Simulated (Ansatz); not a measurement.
# BH2ClO (SMILES OBCl): r2SCAN0/STO-3G

What is the electronic atomisation energy of BH2ClO at r2SCAN0/STO-3G? 

The calculation is run with Ansatz 0.2.0.

65 further runs of the same task are left out: 4 that didn't finish, 61 set aside as unsound or not needed.

## (1) The system as given

BH2ClO has 5 atoms, charge 0, and is taken as a singlet. As SMILES, `OBCl`. The coordinates come from a PBE0-D4/def2-TZVP relaxation. This is one conformer, not always the lowest.

Bond lengths: O1–B2 1.340 Å, B2–Cl3 1.766 Å, O1–H4 0.963 Å, B2–H5 1.189 Å. Angles: O1–B2–Cl3 121.0°, O1–B2–H5 119.8°, Cl3–B2–H5 119.2°, B2–O1–H4 113.9°.

## (2) The energy at r2SCAN0/STO-3G

File molecule.yaml:

```yaml
crystal:
  periodic: [false, false, false]
  atoms:
    - symbol: O
      position_ang: [-0.863300, -0.618600, -0.002900]
    - symbol: B
      position_ang: [0.379000, -0.137200, 0.137900]
    - symbol: Cl
      position_ang: [0.788600, 1.496000, -0.395300]
    - symbol: H
      position_ang: [-1.477700, 0.001200, -0.409700]
    - symbol: H
      position_ang: [1.223300, -0.815100, 0.628600]
basis:
  gaussian:
    orbitals: STO-3G
hamiltonian:
  xc: {name: r2SCAN0}
accuracy: high
```

The run is started by

```sh
$ ansatz run molecule.yaml --threads 1 --pin off --max-ram 2610MiB --events-out events.jsonl --progress --plain --runs-dir runs
```

Output:

```text
Warning: RAYON_NUM_THREADS=1 ignored (pool sized by the plan → 1); use --threads N
Functional definition: r2SCAN0
  name "r2SCAN0"
  parameter a = 0.25
  parameter k0 = 0.174
  parameter k1 = 0.065
  parameter a1 = 4.9479
  exchange = (1 - a)*r2scan_x(k0 = k0, k1 = k1, a1 = a1) + a*exact_x
  correlation = r2scan_c
374 factors; integrals over basis functions are off by at most 3.1e-8 eV
mean field evaluation 1: about -15105.3554 eV, gradient 1.7e1 eV
mean field evaluation 2: about -15105.5343 eV, gradient 1.8e1 eV
mean field evaluation 4: about -15106.4054 eV, gradient 5.6e-1 eV
mean field evaluation 8: about -15106.3905 eV, gradient 9.0e-4 eV
mean field evaluation 16: about -15106.3905 eV, gradient 9.2e-9 eV
mean field -15106.39051668 eV, -555.1496120086 hartree, gradient 9.1e-9 eV, S^2 0.000000; 0 other end points of the search recorded, 0 dependent functions left out
reference -15106.39051694 eV, -555.1496120182 hartree; 16, 16 occupied and 5, 5 virtual orbitals, 374 factors
Total energy: -15106.39051694 eV, -555.1496120182 hartree
```

It took 2.8 s on 1 thread of Arm Neoverse V1, shared host; peak memory 0.14 GiB.

## (3) The B atom at the same level

File job.yaml:

```yaml
crystal:
  periodic: [false, false, false]
  atoms:
    - {symbol: B, position_ang: [0.000000, 0.000000, 0.000000]}
basis:
  gaussian:
    orbitals: STO-3G
magnetization:
  spin_polarized: true
  initial_magnetization: 1
hamiltonian:
  xc: {name: r2SCAN0}
accuracy: high
```

Run the same way, it converges to -24.25616 Eh (log not shown).

## (4) The Cl atom

File molecule.yaml:

```yaml
crystal:
  periodic: [false, false, false]
  atoms:
    - symbol: Cl
      position_ang: [0.000000, 0.000000, 0.000000]
basis:
  gaussian:
    orbitals: STO-3G
magnetization:
  spin_polarized: true
  initial_magnetization: 1
hamiltonian:
  xc: {name: r2SCAN0}
accuracy: high
```

Run the same way, it converges to -455.13078 Eh (log not shown).

## (5) The H atom

File job.yaml:

```yaml
crystal:
  periodic: [false, false, false]
  atoms:
    - {symbol: H, position_ang: [0.000000, 0.000000, 0.000000]}
basis:
  gaussian: {orbitals: STO-3G}
magnetization: {spin_polarized: true, initial_magnetization: 1}
hamiltonian: {xc: {name: r2SCAN0}}
accuracy: high
```

Run the same way, it converges to -0.46649 Eh (log not shown).

## (6) The O atom, same level

File in.yaml:

```yaml
basis:
  gaussian: {orbitals: STO-3G}
crystal:
  periodic: [false, false, false]
  atoms:
    - {symbol: O, position_ang: [0.000000, 0.000000, 0.000000]}
magnetization: {spin_polarized: true, initial_magnetization: 2}
hamiltonian: {xc: {name: r2SCAN0}}
accuracy: high
```

The run is started by

```sh
$ ansatz run in.yaml --threads 1 --pin off --max-ram 2610MiB --events-out events.jsonl --progress --plain --runs-dir runs
```

Output, cut to the lines that bear on the results:

```text
Warning: RAYON_NUM_THREADS=1 ignored (pool sized by the plan → 1); use --threads N
[... 8 set-up lines as earlier in the session ...]
15 factors; integrals over basis functions are off by at most 1.1e-9 eV
mean field evaluation 1: about -2014.2704 eV, gradient 1.6e-10 eV
mean field evaluation 2: about -2014.2680 eV, gradient 1.5e-10 eV
mean field -2014.26800831 eV, -74.0229839857 hartree, gradient 0.0e0 eV, S^2 2.000000; 0 other end points of the search recorded, 0 dependent functions left out
reference -2014.26800839 eV, -74.0229839884 hartree; 5, 3 occupied and 0, 2 virtual orbitals, 15 factors
Total energy: -2014.26800839 eV, -74.0229839884 hartree
```

It took 0.56 s on 1 thread of Arm Neoverse V1, shared host; peak memory 0.095 GiB.

## (7) Results

At r2SCAN0/STO-3G:

| quantity | value |
| --- | --- |
| molecule: total energy | -555.14961 Eh |
| B atom: total energy | -24.25616 Eh |
| B atom: ⟨S²⟩ | 0.750 |
| Cl atom: total energy | -455.13078 Eh |
| Cl atom: ⟨S²⟩ | 0.750 |
| H atom: total energy | -0.46649 Eh |
| H atom: ⟨S²⟩ | 0.750 |
| O atom: total energy | -74.02298 Eh |
| O atom: ⟨S²⟩ | 2.000 |
| electronic atomisation energy | 21.952 eV |

**Reading.** Taking the molecule apart into free atoms costs 21.95 eV (2118 kJ/mol), before zero-point energy and without spin-orbit coupling. In a minimal basis such a difference can be off by several eV, whatever the method.
